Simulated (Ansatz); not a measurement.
# NbH: the cost of one run

Program: Ansatz 0.2.0. Level of theory: DFT PBEsol, scalar-relativistic, plane waves, PAW. These are calculated values, not measurements.

## (1) Starting point

Symmetry: I4/mmm, No. 139, tetragonal system. Conventional cell: a = 3.214 Å, b = 3.214 Å, c = 3.969 Å, α = 90.00°, β = 90.00°, γ = 90.00°. Nb (site symmetry 4/mmm) is surrounded by 6 H at 1.98 to 2.27 Å. H (site symmetry 4/mmm) has 6 Nb at 1.98 to 2.27 Å as nearest neighbours.

Coordinates:

```cif
data_structure
_symmetry_space_group_name_H-M 'I4/mmm'
_symmetry_Int_Tables_number 139
_cell_length_a 3.2139
_cell_length_b 3.2139
_cell_length_c 3.9686
_cell_angle_alpha 90.000
_cell_angle_beta 90.000
_cell_angle_gamma 90.000
_cell_volume 40.99
loop_
_atom_site_label
_atom_site_type_symbol
_atom_site_symmetry_multiplicity
_atom_site_Wyckoff_symbol
_atom_site_fract_x
_atom_site_fract_y
_atom_site_fract_z
_atom_site_occupancy
Nb1 Nb 2 a 0.00000 0.00000 0.00000 1
H1 H 2 b 0.00000 0.00000 0.50000 1
```

It goes back to an entry of the Materials Project, which need not be the stable form.

The cell is taken as given, not relaxed at this level.

## (2) Zero of the scan

Input file input.yaml:

```yaml
crystal:
  lattice:
    - [-1.606964, 1.606964, 1.984301]
    - [1.606964, -1.606964, 1.984301]
    - [1.606964, 1.606964, -1.984301]
  atoms:
    - { symbol: Nb, position: [0.0, 0.0, 0.0] }
    - { symbol: H, position: [0.5, 0.5, 0.0] }
basis:
  ecutwfc: 420
kpoints:
  mp_grid: { grid: [22, 22, 22] }
hamiltonian:
  xc: pbesol
scf:
  occupations: { method: gaussian, width: 0.15 }
output:
  forces: true
  stress: true
  eigenvalues: true
```

Q: Estimate wall time and peak memory on 1 thread of an x86-64 CPU, shared host.

About 2.9 s, with a peak of 0.52 GiB.
